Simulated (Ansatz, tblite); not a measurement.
**C10H22: a ladder of methods and basis sets**

An exercise on one series of results from a longer session: the logs are not shown, and one member is left open.

Computed with Ansatz 0.2.0, Gaussian basis. Level: as each input shows.

Levels to be run: GFN1-xTB, GFN2-xTB, PBE-D4/def2-TZVP, r2SCAN-D4/def2-TZVP, HF/def2-TZVP, r2SCAN0-D4/def2-TZVP, PBE-D4/def2-SVP, PBE0-D4/def2-SVP, HF/STO-3G, HF/6-31G, B3LYP-D4/6-31G, MP2/def2-SVP.

## The structure

The geometry is that of the singlet, from an earlier relaxation (PBE-D4/def2-SVP).

SMILES `CCCCCCCCCC`, 32 atoms, charge 0, spin multiplicity 1.

Bond lengths: C1–C2 1.529 Å, C1–H11 1.110 Å, C1–H12 1.109 Å, C1–H13 1.110 Å, C2–C3 1.532 Å, C2–H14 1.113 Å, C2–H15 1.113 Å, C3–C4 1.531 Å, C3–H16 1.114 Å, C3–H17 1.114 Å, C4–C5 1.533 Å, C4–H18 1.113 Å, C4–H19 1.114 Å, C5–C6 1.535 Å, C5–H20 1.114 Å, C5–H21 1.113 Å, C6–C7 1.534 Å, C6–H22 1.113 Å and more. Angles: C2–C1–H11 111.3°, C2–C1–H12 111.9°, C2–C1–H13 111.3°, H11–C1–H12 107.5°, H11–C1–H13 107.1°, H12–C1–H13 107.5°, C1–C2–C3 113.6°, C1–C2–H14 109.7°, C1–C2–H15 109.7°, C3–C2–H14 109.1°, C3–C2–H15 109.1°, H14–C2–H15 105.5°, C2–C3–C4 114.0°, C2–C3–H16 109.2°, C2–C3–H17 109.3°, C4–C3–H16 109.3°, C4–C3–H17 109.3°, H16–C3–H17 105.4° and more.

Coordinates:

```
atom    x (Å)    y (Å)    z (Å)
  C1   5.3372  -0.2424   0.6001
  C2   3.8366  -0.3130   0.8860
  C3   2.9696   0.2332  -0.2527
  C4   1.4652   0.1702   0.0248
  C5   0.6070   0.7082  -1.1254
  C6  -0.9025   0.7314  -0.8503
  C7  -1.5370  -0.6522  -0.6561
  C8  -3.0675  -0.6433  -0.5440
  C9  -3.6225   0.0841   0.6867
 C10  -5.1459   0.0055   0.7966
 H11   5.6026  -0.8245  -0.3075
 H12   5.9371  -0.6443   1.4416
 H13   5.6657   0.8038   0.4255
 H14   3.6062   0.2477   1.8198
 H15   3.5437  -1.3669   1.0927
 H16   3.1947  -0.3293  -1.1878
 H17   3.2615   1.2876  -0.4641
 H18   1.1834  -0.8826   0.2489
 H19   1.2367   0.7444   0.9521
 H20   0.8041   0.1040  -2.0407
 H21   0.9451   1.7398  -1.3699
 H22  -1.0959   1.3650   0.0439
 H23  -1.4153   1.2412  -1.6965
 H24  -1.1123  -1.1391   0.2501
 H25  -1.2422  -1.3006  -1.5114
 H26  -3.4345  -1.6939  -0.5316
 H27  -3.5006  -0.1859  -1.4634
 H28  -3.1572  -0.3461   1.6023
 H29  -3.3099   1.1509   0.6659
 H30  -5.4922  -1.0475   0.8632
 H31  -5.5234   0.5388   1.6926
 H32  -5.6376   0.4558  -0.0914
```

PBE0-D4/def2-TZVP was run before; its log isn't repeated, and its numbers join the tables.

Set-up of the first run:

Tight binding, by tblite at 300 K electronic temperature and without a spin-polarisation term:

```python
tblite.interface.Calculator('GFN1-xTB', numbers, positions, charge=0, uhf=0).singlepoint()
```

Tight binding, by tblite at 300 K electronic temperature and without a spin-polarisation term:

```python
tblite.interface.Calculator('GFN2-xTB', numbers, positions, charge=0, uhf=0).singlepoint()
```

start.molden holds the orbitals of an earlier run on this state, given as this run's starting guess.

File in.yaml:

```yaml
crystal:
  periodic: [false, false, false]
  atoms:
    - {symbol: C, position_ang: [5.337187, -0.242383, 0.600051]}
    - {symbol: C, position_ang: [3.836614, -0.312979, 0.886029]}
    - {symbol: C, position_ang: [2.969627, 0.233188, -0.252652]}
    - {symbol: C, position_ang: [1.465207, 0.170220, 0.024786]}
    - {symbol: C, position_ang: [0.607008, 0.708210, -1.125439]}
    - {symbol: C, position_ang: [-0.902544, 0.731411, -0.850300]}
    - {symbol: C, position_ang: [-1.536965, -0.652188, -0.656057]}
    - {symbol: C, position_ang: [-3.067460, -0.643289, -0.543962]}
    - {symbol: C, position_ang: [-3.622528, 0.084145, 0.686679]}
    - {symbol: C, position_ang: [-5.145928, 0.005527, 0.796595]}
    - {symbol: H, position_ang: [5.602634, -0.824472, -0.307535]}
    - {symbol: H, position_ang: [5.937110, -0.644329, 1.441577]}
    - {symbol: H, position_ang: [5.665708, 0.803844, 0.425482]}
    - {symbol: H, position_ang: [3.606222, 0.247657, 1.819782]}
    - {symbol: H, position_ang: [3.543664, -1.366931, 1.092653]}
    - {symbol: H, position_ang: [3.194703, -0.329349, -1.187766]}
    - {symbol: H, position_ang: [3.261544, 1.287566, -0.464072]}
    - {symbol: H, position_ang: [1.183449, -0.882580, 0.248919]}
    - {symbol: H, position_ang: [1.236724, 0.744365, 0.952126]}
    - {symbol: H, position_ang: [0.804053, 0.103976, -2.040699]}
    - {symbol: H, position_ang: [0.945105, 1.739765, -1.369935]}
    - {symbol: H, position_ang: [-1.095923, 1.364992, 0.043912]}
    - {symbol: H, position_ang: [-1.415331, 1.241192, -1.696464]}
    - {symbol: H, position_ang: [-1.112267, -1.139073, 0.250091]}
    - {symbol: H, position_ang: [-1.242224, -1.300621, -1.511354]}
    - {symbol: H, position_ang: [-3.434531, -1.693905, -0.531606]}
    - {symbol: H, position_ang: [-3.500642, -0.185941, -1.463384]}
    - {symbol: H, position_ang: [-3.157169, -0.346123, 1.602273]}
    - {symbol: H, position_ang: [-3.309864, 1.150946, 0.665859]}
    - {symbol: H, position_ang: [-5.492239, -1.047485, 0.863223]}
    - {symbol: H, position_ang: [-5.523376, 0.538795, 1.692623]}
    - {symbol: H, position_ang: [-5.637559, 0.455850, -0.091436]}
basis:
  gaussian: {orbitals: def2-TZVP, initial_orbitals: start.molden}
hamiltonian: {xc: pbe, dispersion: d4}
scf: {omitted_lower_state_checks: [starts]}
output: {forces: true, orbitals: {seedname: orbitals}}
```

Launch:

```
> ansatz run in.yaml --threads 4 --pin off --events-out ev --progress --plain --max-ram 9574MiB
```

Among the steps run: PBE-D4/def2-TZVP; r2SCAN-D4/def2-TZVP; HF/def2-TZVP; r2SCAN0-D4/def2-TZVP; PBE-D4/def2-SVP; PBE0-D4/def2-SVP; HF/STO-3G; HF/6-31G; B3LYP-D4/6-31G; MP2/def2-SVP.

One table of the session follows, with a row left open; its other results are not shown here.

It belongs to the step «Binding energy». 

```
               level  binding an atom (eV)
           HF/STO-3G                 3.983
            HF/6-31G                 3.056
         HF/def2-SVP                 3.220
        HF/def2-TZVP                 3.156
     PBE-D4/def2-SVP                 4.261
    PBE-D4/def2-TZVP                 4.219
 r2SCAN-D4/def2-TZVP                 4.154
      B3LYP-D4/6-31G                 4.113
    PBE0-D4/def2-SVP                 4.225
   PBE0-D4/def2-TZVP                     ?
r2SCAN0-D4/def2-TZVP                 4.124
        MP2/def2-SVP                 4.029
```

**Question.** Estimate the row for PBE0-D4/def2-TZVP.

The run gave: binding an atom (eV): 4.178. In the column «binding an atom (eV)» it lies between r2SCAN-D4/def2-TZVP (4.154) and PBE-D4/def2-TZVP (4.219).

Caveats from the session: Free atoms were run apart at each level; binding is atoms less cluster, divided by the number of atoms, without zero-point or spin-orbit terms.
